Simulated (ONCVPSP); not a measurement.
**Pseudopotential generation for magnesium: ONCV, PBEsol**

Do these settings give a usable potential? It is generated, then checked for transferability, scattering, ghosts and hardness.

Method: ONCVPSP 4.0.1, PBEsol, scalar-relativistic.

## Step 1: Settings

Typed settings, in words:

- element: magnesium (Mg, Z = 12)
- type: optimised norm-conserving Vanderbilt (ONCV)
- frozen core: [Ne]
- valence charge: 2
- reference configuration: 3s1.5 (charge +0.5)
- partial waves: 3s: rc 1.80 bohr, ncon 4, nbas 8, qcut 3 1/bohr, 2 projectors, debl 1.1 Ha; p scattering state at 0.02 Ha: rc 1.75 bohr, ncon 4, nbas 7, qcut 5.3 1/bohr, 2 projectors, debl 1.7 Ha; d scattering state at 0.14 Ha: rc 1.35 bohr, ncon 5, nbas 10, qcut 5.9 1/bohr, 2 projectors, debl 3 Ha
- local potential: polynomial inside 1.35 bohr (lpopt 5, dvloc0 0 Ha)
- core correction: Teter function, fcfact 2.25, rcfact 1.1

The nodes and maxima of the atom's own shells, from an earlier all-electron run, set the scale for the radii.

All-electron outer shells of the reference configuration (PBEsol, scalar-relativistic, ld1.x):

```json
{"shell": "2p", "level (eV)": "-50.81", "outermost node (bohr)": "–", "outermost maximum (bohr)": "0.48"}
{"shell": "3s", "level (eV)": "-7.88", "outermost node (bohr)": "0.90", "outermost maximum (bohr)": "2.47"}
{"shell": "3p", "level (eV)": "-4.02", "outermost node (bohr)": "0.95", "outermost maximum (bohr)": "3.17"}
```

## Step 2: Generating the potential

Mg.dat

```
# ATOM AND REFERENCE CONFIGURATION
# atsym  z   nc   nv     iexc    psfile
  Mg 12.00    3    1  -116133      upf
#
#   n    l    f
    1    0    2.00
    2    0    2.00
    2    1    6.00
    3    0    1.50
#
# PSEUDOPOTENTIAL AND OPTIMIZATION
# lmax
    2
#
#   l,   rc,      ep,       ncon, nbas, qcut
    0    1.80    0.00    4    8    3.00
    1    1.75    0.02    4    7    5.30
    2    1.35    0.14    5   10    5.90
#
# LOCAL POTENTIAL
# lloc, lpopt,  rc(5),   dvloc0
    4    5    1.35    0.00
#
# VANDERBILT-KLEINMAN-BYLANDER PROJECTORs
# l, nproj, debl
    0    2    1.10
    1    2    1.70
    2    2    3.00
#
# MODEL CORE CHARGE
# icmod, fcfact, rcfact
    3    2.25    1.10
#
# LOG DERIVATIVE ANALYSIS
# epsh1, epsh2, depsh
   -2.00    5.00    0.02
#
# OUTPUT GRID
# rlmax, drl
    6.00    0.01
#
# TEST CONFIGURATIONS
# ncnf
    4
# nvcnf
#   n    l    f
    1
    3    0    2.00
#
    1
    3    0    1.00
#
    2
    3    0    1.00
    3    1    1.00
#
    2
    3    0    0.00
    3    1    1.00
#
```

Run with:

```bash
$ oncvpsp.x < Mg.dat > Mg.out
```

**Question.** What will these runs give? Wanted: cutoffs for 1 and 0.1 mHa per electron, occupied waves; bound ghosts; GHOST(+) flags; largest test error; largest phase difference near zero energy, channels read; rms error of d²Exc/dn², without and with the model core.

**Answer**, as computed:

```
                                                quantity                 value
  cutoffs for 1 and 0.1 mHa per electron, occupied waves      3.8 Ha and 11 Ha
                                            bound ghosts        p at -28.53 eV
                                          GHOST(+) flags            s at 56 eV
                            largest test error (AE − PS)  +42 meV, for 3s0 3p1
largest phase difference near zero energy, channels read             0.009 rad
 rms error of d²Exc/dn², without and with the model core     3.70 and 1.47 mHa
```

**Reading.** A bound ghost (p) makes it unfit for use: electrons can fall into a state that the atom doesn't have. The worst unpolarised test, 3s0 3p1, is off by 42 meV on 9.1 eV; by total energies transferability rates as fair. The potential is soft on the atom at that tolerance: the looser tolerance needs 3.8 Ha. The tighter tolerance needs 11 Ha, and converged work needs a cutoff nearer that. That counts occupied waves only; other projectors can need more. Near zero energy the phases of the channels with partial waves agree within 0.009 rad. The program also flags highly localised states, GHOST(+) (s). These are tests on the free atom; a crystal test is still owed.
